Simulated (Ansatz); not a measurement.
# F₂H₂SSi: one species, many methods

An exercise on one series of results from a longer session: the logs are not shown, and one member is left open.

The runs use Ansatz 0.2.0, Gaussian basis; functionals in def2-TZVPP, the program's frozen cores in correlated methods.

Plan: LDA (SPW92), PBE-D4, revPBE-D4, BLYP-D4, r2SCAN-D4, B97M-V, PBE0-D4, B3LYP-D4, r2SCANh-D4, r2SCAN0-D4, HSE06-D4, BHLYP-D4, CAM-B3LYP-D4, LC-ωPBE, ωB97X-V, ωB97M-V, B2PLYP, PBE-QIDH; CCSD(T)/def2-SVP; CCSD(T)/def2-TZVPP; CCSD(T)/def2-QZVPP; extrapolation to the limit.

## The relaxed structure

An earlier PBE0-D4 in a triple-zeta def2 set relaxation fixed the geometry.

SMILES `F[SiH](F)S`, 6 atoms, charge 0, spin multiplicity 1.

Atoms are counted from 1 here; the program's logs count them from 0.

Bond lengths: F1–Si2 1.585 Å, Si2–F3 1.585 Å, Si2–S4 2.104 Å, Si2–H5 1.470 Å, S4–H6 1.346 Å. Angles: F1–Si2–F3 105.3°, F1–Si2–S4 111.3°, F1–Si2–H5 109.7°, F3–Si2–S4 111.3°, F3–Si2–H5 109.7°, S4–Si2–H5 109.4°, Si2–S4–H6 93.3°.

The first run:

File in.yaml:

```yaml
crystal:
  periodic: [false, false, false]
  atoms:
    - {symbol: F, position_ang: [-0.390051, -1.503726, 0.703559]}
    - {symbol: Si, position_ang: [0.413255, -0.308885, 0.041078]}
    - {symbol: F, position_ang: [0.491451, -0.663225, -1.501697]}
    - {symbol: S, position_ang: [-0.555129, 1.532572, 0.355803]}
    - {symbol: H, position_ang: [1.769118, -0.249420, 0.605762]}
    - {symbol: H, position_ang: [-1.686542, 1.128682, -0.250704]}
basis:
  gaussian: {orbitals: def2-TZVPP}
hamiltonian: {xc: lda}
output: {orbitals: {seedname: orbitals}}
```

The run is started by

```sh
> ansatz run in.yaml --threads 2 --pin off --events-out ev --progress --plain --max-ram 32768MiB --backend cpu
```

Among the steps run: LDA; PBE-D4 (GGA); revPBE-D4 (GGA); BLYP-D4 (GGA); r2SCAN-D4 (meta-GGA); B97M-V (meta-GGA); PBE0-D4 (hybrid); B3LYP-D4 (hybrid); r2SCANh-D4 (hybrid); r2SCAN0-D4 (hybrid); HSE06-D4 (hybrid); BHLYP-D4 (hybrid); CAM-B3LYP-D4 (range-separated); LC-ωPBE (range-separated); ωB97X-V (range-separated); ωB97M-V (range-separated); B2PLYP (double hybrid); PBE-QIDH (double hybrid).

One table of the session follows, with a row left open; its other results are not shown here.

It belongs to the step «Orbital energies across the functionals». 

```
  functional  HOMO (eV)  gap (eV)
 LDA (SPW92)      -7.13      5.93
      PBE-D4          ?         ?
   revPBE-D4      -6.94      5.98
     BLYP-D4      -6.81      5.86
   r2SCAN-D4      -7.30      6.62
      B97M-V      -7.39      6.57
     PBE0-D4      -8.29      8.21
    B3LYP-D4      -8.01      7.66
  r2SCANh-D4      -7.77      7.43
  r2SCAN0-D4      -8.48      8.63
    HSE06-D4      -7.88      7.42
    BHLYP-D4      -9.41     10.26
CAM-B3LYP-D4      -9.62     10.61
     LC-ωPBE     -11.07     13.34
     ωB97X-V     -10.68     12.79
     ωB97M-V     -10.50     12.36
```

**Question.** Estimate the row for PBE-D4.

As computed: HOMO (eV): -6.99; gap (eV): 5.96. In the column «HOMO (eV)» it lies between LDA (SPW92) (-7.13) and revPBE-D4 (-6.94).
